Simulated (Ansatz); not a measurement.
**CH₅AlOSe: a ladder of functionals and wavefunction methods**

How much do the methods differ for CH₅AlOSe? The plan is to run it at one geometry with functionals of several rungs and with coupled cluster, and see how far each lands from CCSD(T) at the basis-set limit for the atomisation energy.

Program: Ansatz 0.2.0, Gaussian basis. Level of theory: functionals in def2-TZVPP, the program's frozen cores in correlated methods. These are calculated values, not measurements.

Levels to be run: PBE-D4, r2SCAN-D4, PBE0-D4, B3LYP-D4, ωB97X-V, ωB97M-V, B2PLYP; CCSD(T)/def2-TZVPP; MP2/def2-QZVPP; extrapolation to the limit.

## Step 1: The geometry

All runs share one geometry, relaxed beforehand with PBE0-D4/def2-TZVP.

9 atoms, charge 0, spin multiplicity 1.

Atoms are counted from 1 here; the program's logs count them from 0.

Bond lengths: C1–Se2 1.966 Å, C1–H5 1.089 Å, C1–H6 1.087 Å, C1–H7 1.087 Å, Se2–Al3 2.306 Å, Al3–O4 1.691 Å, Al3–H8 1.576 Å, O4–H9 0.955 Å. Angles: Se2–C1–H5 110.8°, Se2–C1–H6 108.2°, Se2–C1–H7 108.2°, H5–C1–H6 109.7°, H5–C1–H7 109.7°, H6–C1–H7 110.2°, C1–Se2–Al3 96.9°, Se2–Al3–O4 121.5°, Se2–Al3–H8 119.8°, O4–Al3–H8 118.7°, Al3–O4–H9 125.1°.

## Step 2: PBE-D4 (GGA)

Input file in.yaml:

```yaml
crystal:
  periodic: [false, false, false]
  atoms:
    - {symbol: C, position_ang: [-0.040641, 1.012279, -1.546538]}
    - {symbol: Se, position_ang: [0.267923, 1.265835, 0.378291]}
    - {symbol: Al, position_ang: [-0.000673, -0.940016, 0.993439]}
    - {symbol: O, position_ang: [0.139442, -1.430704, 2.605456]}
    - {symbol: H, position_ang: [-0.227563, -0.036390, -1.772554]}
    - {symbol: H, position_ang: [-0.902789, 1.609478, -1.834055]}
    - {symbol: H, position_ang: [0.845071, 1.350507, -2.079205]}
    - {symbol: H, position_ang: [-0.322137, -2.025490, -0.102879]}
    - {symbol: H, position_ang: [0.329866, -0.851800, 3.340946]}
basis:
  gaussian: {orbitals: def2-TZVPP}
hamiltonian: {xc: pbe, dispersion: d4}
output: {forces: true, orbitals: {seedname: orbitals}}
```

Started as:

```bash
ansatz run in.yaml --threads 4 --pin off --events-out ev --progress --plain --max-ram 10444MiB
```

The runs that follow: r2SCAN-D4 (meta-GGA); PBE0-D4 (hybrid); B3LYP-D4 (hybrid); ωB97X-V (range-separated); ωB97M-V (range-separated); B2PLYP (double hybrid); CCSD(T) in def2-TZVPP; MP2 in def2-QZVPP.

**Question.** What will the summary of the whole plan be? Wanted: atomisation energy, CCSD(T)/CBS; farthest; mean size of error, hybrid; mean size of error, range-separated; gap, smallest and largest; T1 diagnostic; triples share of the correlation energy.

**Answer**, as computed:

```
                               quantity                                 value
        atomisation energy, CCSD(T)/CBS                         3103.7 kJ/mol
 functionals within 31.0 kJ/mol (1.0 %)   PBE-D4, r2SCAN-D4, ωB97X-V, ωB97M-V
                               farthest                 B2PLYP (-57.6 kJ/mol)
             mean size of error, hybrid                           37.6 kJ/mol
    mean size of error, range-separated                           18.8 kJ/mol
              gap, smallest and largest  4.42 eV (PBE-D4), 10.39 eV (ωB97X-V)
                          T1 diagnostic                                0.0104
triples share of the correlation energy                                 3.6 %
```

In words: PBE-D4 misses by +8.8 kJ/mol, or 1.1 kJ/mol for each of 8 bonds. Double hybrids carry the basis error of their MP2 part in triple zeta, and no dispersion term here, so their miss is partly the set-up's. Misses under about 31.0 kJ/mol are within the doubt on the reference itself, which lacks core-valence correlation, relativity and higher excitations, and its outer-core shells are covered unevenly. All levels share the lack of spin-orbit coupling, which lowers the free heavy atoms and so the true binding. Hartree-Fock recovers 72 % of the binding; the rest is correlation. The gap grows from 4.4 to 10.4 eV across the functionals, mostly with the share of exact exchange. Correlated methods include outer-core shells of Se, which these sets cover unevenly.
